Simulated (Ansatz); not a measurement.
# GeC₂ (quintet): from Hartree-Fock to the top rungs, cc-pVDZ

An exercise on one series of results from a longer session: the logs are not shown, and one member is left open.

The runs use Ansatz 0.2.0, Gaussian basis; cc-pVDZ, core rule «outside noble gas», up to 16 orbitals frozen.

Plan: UHF; CCSD(T) on ROHF; CCSD(T) on UHF; BCCD(T) on ROHF; CISD; CCSDT(Q) on ROHF; CCSDT(Q) on UHF; CASSCF and MRCISD+Q, 12 electrons in 11 orbitals; CASSCF and NEVPT2, 12 electrons in 11 orbitals.

23 further runs of the same task are left out: 10 that didn't finish, 13 set aside as unsound or not needed.

## What is computed

The geometry is a PBE0/def2-TZVP stationary point (not a proven minimum) of the parent state, kept for this charge and spin. No spin-orbit coupling is included. The filled d shell of Ge may be among the frozen orbitals whatever the setting's name suggests; the logs give the count.

3 atoms, charge 0, spin multiplicity 5.

Atoms are counted from 1 here; the program's logs count them from 0.

Bond lengths: C1–C2 1.234 Å, C2–Ge3 1.890 Å. Angles: C1–C2–Ge3 180.0°.

The first run:

in.yaml reads:

```yaml
crystal:
  periodic: [false, false, false]
  atoms:
    - {symbol: C, position_ang: [0.000000, 0.000000, -1.452500]}
    - {symbol: C, position_ang: [0.000000, 0.000000, -0.218800]}
    - {symbol: Ge, position_ang: [0.000000, 0.000000, 1.671300]}
basis:
  gaussian: {orbitals: cc-pVDZ}
magnetization: {spin_polarized: true, initial_magnetization: 4}
hamiltonian: {xc: hf}
output: {orbitals: {seedname: orbitals}}
```

The run is started by

```bash
$ ansatz run in.yaml --threads 1 --pin off --events-out ev --progress --plain --max-ram 2393MiB
```

Steps of the session up to this table: UHF; CCSD(T) on ROHF; CCSD(T) on UHF; BCCD(T) on ROHF; CISD; CCSDT(Q) on ROHF; CCSDT(Q) on UHF; CASSCF and MRCISD+Q, 12 electrons in 11 orbitals; CASSCF and NEVPT2, 12 electrons in 11 orbitals.

One table of the session follows, with a row left open; its other results are not shown here.

| method | from RCCSDT(Q) (kcal/mol) |
| --- | --- |
| ROHF | +189.83 |
| UHF | +171.57 |
| RMP2 | +24.56 |
| UMP2 | +36.64 |
| CISD | +27.03 |
| RCCSD | +10.60 |
| UCCSD | ? |
| RCCSD(T) | +1.62 |
| UCCSD(T) | +1.76 |
| BCCD(T) | +1.66 |
| RCCSDT | +0.97 |
| UCCSDT | +0.36 |
| RCCSDT(Q) | 0 |
| UCCSDT(Q) | -0.45 |
| CASSCF frontier | +110.10 |
| NEVPT2 frontier | +26.44 |
| MRCISD frontier | +9.37 |
| MRCISD+Q frontier | +1.87 |

**Question.** Estimate the row for UCCSD.

As computed: from RCCSDT(Q) (kcal/mol): +9.64. In the column «from RCCSDT(Q) (kcal/mol)» it lies between MRCISD frontier (+9.37) and RCCSD (+10.60).

Limits of these values: Restricted and unrestricted rows rest on different reference determinants; where their highest levels disagree by more than a few hundredths of an eV, they describe different states and don't form one ladder.
